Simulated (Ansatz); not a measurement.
## CH6GeO2, SMILES C[O][GeH2][OH]: a rigid scan of one bond length, step by step

With the Ansatz DFT code, driven from Python.

The cells in order, each with its output:

```python
import ansatz as az
import numpy as np

BASIS = "def2-SVP"
XC = "r2scan"

geometry_ang = [
    ("C", (-0.6131, 1.4079, 0.0392)),
    ("O", (0.0677, 0.5692, -0.7841)),
    ("Ge", (0.1711, -0.9923, 0.082)),
    ("O", (1.217, -2.1413, -0.8959)),
    ("H", (-1.6893, 1.0643, 0.1896)),
    ("H", (-0.7534, 2.44, -0.5017)),
    ("H", (-0.1107, 1.6458, 0.9943)),
    ("H", (0.9635, -0.7577, 1.4443)),
    ("H", (-1.208, -1.5542, 0.3943)),
    ("H", (2.0384, -1.7328, -0.9591)),
]
ch6geo2 = az.Crystal.molecule()
for symbol, xyz in geometry_ang:
    ch6geo2 = ch6geo2.atom(symbol, xyz)

symbols = [site.symbol for site in ch6geo2.cartesian_sites]
start = np.array([site.position_ang for site in ch6geo2.cartesian_sites])
axis = (start[3] - start[2]) / np.linalg.norm(start[3] - start[2])
moving = [3, 9]
lengths, energies = [1.56, 1.69, 1.84, 2.02, 2.29, 2.75, 3.3, 4.04], []
for length in lengths:
    xyz = start.copy()
    xyz[moving] += (length - np.linalg.norm(start[3] - start[2])) * axis
    point = az.Crystal.molecule()
    for symbol, xyz in zip(symbols, xyz):
        point = point.atom(symbol, xyz.tolist())
    calculation = point.calculation().basis(gaussian=BASIS).functional(XC)
    report = calculation.run(threads=1, pin="off").report
    energies.append(report["free_energy_ev"])
    print(f"r = {length:6.3f} A  E = {energies[-1]:.5f} eV  <S^2> = {abs(report['mean_field']['state']['spin_squared']):.3f}")
```

    r =  1.560 A  E = -61732.29257 eV  <S^2> = 0.000
    r =  1.690 A  E = -61733.10853 eV  <S^2> = 0.000
    r =  1.840 A  E = -61733.16981 eV  <S^2> = 0.000
    r =  2.020 A  E = -61732.67461 eV  <S^2> = 0.000
    r =  2.290 A  E = -61731.57880 eV  <S^2> = 0.000
    r =  2.750 A  E = -61729.88006 eV  <S^2> = 0.000
    r =  3.300 A  E = -61728.55641 eV  <S^2> = 0.000
    r =  4.040 A  E = -61727.63960 eV  <S^2> = 0.000

```python
print("energy above the lowest point (eV):", [round(e - min(energies), 3) for e in energies])
```

    energy above the lowest point (eV): [0.877, 0.061, 0.0, 0.495, 1.591, 3.29, 4.613, 5.53]

What to keep in mind:
- Total energies depend on the basis set; only differences at equal settings carry meaning.
- The rest of the molecule is held rigid at a force-field or estimated start geometry, and the basis set is modest; single-reference methods fail as a bond breaks.
- The orbitals are restricted, so S² is zero by construction.
- Toward dissociation an unrestricted state can lie under the restricted one, by tenths of an eV for polar bonds under a functional and by 1 to 2 eV or more for others.
- Run time: 22 s on 1 thread of Intel(R) Xeon(R) 6975P-C (Granite Rapids) (shared host), peak memory 0.23 GiB.

(Lines on the test bed's own set-up are left out of the output.)
